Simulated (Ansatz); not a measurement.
# InCu3O3: the cost of one run

Method: DFT PBE, scalar-relativistic, plane waves, PAW, unless a step names another level, in Ansatz 0.2.0.

9 further runs of the same task are left out: 9 set aside as unsound or not needed. Runs told in other sessions of the task aren't counted.

## 1. Plan

Pauling electronegativities: In 1.78, Cu 1.90, O 3.44 (spread 1.66). The formula balances with common oxidation states: In +3, Cu +1, O -2. Tabulated atomic sizes suggest about 12 Å³/atom. 24 candidates were drawn, by swapping species into database cells of other compounds, at random by space group and Wyckoff sites, or by hand, as the table says:

```csv
name,made from,space group no.,Wyckoff sites,atoms (primitive cell),V (Å³/atom)
c01,random,189,In 1a; Cu 3g; O 3f,7,15.2
c02,built by hand: anion-deficient ordered rocksalt,221,In 1a; Cu 3c; O 3d,7,12.4
c03,random,191,In 1b; Cu 3g; O 3f,7,13.0
c04,random,189,"In 1b; Cu 1a, 2d; O 3g",7,12.6
c05,random,191,"In 1b; Cu 2e, 1a; O 3f",7,14.5
c06,random,99,"In 1b; Cu 2c, 1a; O 2c, 1b",7,14.6
c07,random,47,"In 1e; Cu 1f, 1c, 1h; O 1g, 2q",7,13.6
c08,random,123,"In 1a; Cu 2h, 1d; O 2e, 1b",7,14.3
c09,built by hand: TiI3-type InO3 chains linked by linear Cu,193,In 2b; Cu 6f; O 6g,14,12.4
c10,random,191,"In 1b; Cu 2d, 1a; O 3g",7,12.6
c11,random,99,"In 1a; Cu 1b, 2c; O 1a, 1a, 1b",7,14.2
c12,random,187,"In 1a; Cu 1b, 2i; O 1c, 2i",7,12.4
c13,database cell of Ca3AsBr3,221,In 1a; Cu 3d; O 3c,7,13.6
c14,random,99,"In 1a; Cu 1b, 2c; O 2c, 1a",7,14.9
c15,random,187,"In 1b; Cu 3j; O 1d, 2i",7,13.5
c16,built by hand: delafossite-like InO2/Cu2O layered intergrowth,187,"In 1a; Cu 2h, 1b; O 2h, 1d",7,12.9
c17,built by hand: tilted rhombohedral variant of ordered deficient rocksalt,167,In 6b; Cu 18d; O 18e,14,12.4
c18,random,166,In 3a; Cu 9d; O 9e,7,14.5
c19,random,221,In 1b; Cu 3c; O 3d,7,13.1
c20,random,123,"In 1b; Cu 2f, 1a; O 1c, 2e",7,15.6
c21,random,191,In 1a; Cu 3f; O 3g,7,15.1
c22,random,123,"In 1c; Cu 2g, 1d; O 2e, 1b",7,15.4
c23,database cell of La3GaBr3,221,In 1b; Cu 3d; O 3c,7,13.6
c24,database cell of Mg3BN3,47,"In 1c; Cu 1a, 2t; O 1f, 2q",7,10.8
```

## 2. Screening run of c05

Contents of input.yaml:

```yaml
crystal:
  lattice:
    - [3.81493086, 0.0, 0.0]
    - [-1.90746543, 3.30382704, 0.0]
    - [0.0, 0.0, 8.04544206]
  atoms:
    - { symbol: In, position: [0.0, 0.0, 0.5] }
    - { symbol: Cu, position: [0.0, 0.0, 0.77446773], spin: 1.0 }
    - { symbol: Cu, position: [0.0, 0.0, 0.22553227], spin: 1.0 }
    - { symbol: Cu, position: [0.0, 0.0, 0.0], spin: 1.0 }
    - { symbol: O, position: [0.5, 0.0, 0.0] }
    - { symbol: O, position: [0.0, 0.5, 0.0] }
    - { symbol: O, position: [0.5, 0.5, 0.0] }
basis:
  ecutwfc: 420
kpoints:
  mp_grid: { grid: [4, 4, 2] }
hamiltonian:
  xc: pbe
scf:
  occupations: { method: gaussian, width: 0.15 }
  lower_state_search: "off"
output:
  forces: true
  stress: true
  eigenvalues: true
  populations: true
magnetization:
  spin_polarized: true
relax:
  adjacent_minimum: "off"
  f_tol: 0.08
  max_steps: 16
  cell: { stress_tol: 0.8 }
```

On the command line:

```sh
$ ansatz run input.yaml --threads 1 --pin off --max-ram 2560MiB --backend cpu --events-out ev --progress --plain --runs-dir out
```

What time and memory should one allow on 1 thread of Intel Xeon Platinum 8259CL at 2.50GHz (Skylake/Cascade Lake), shared host?

About 2.4 min, with a peak of 0.54 GiB.
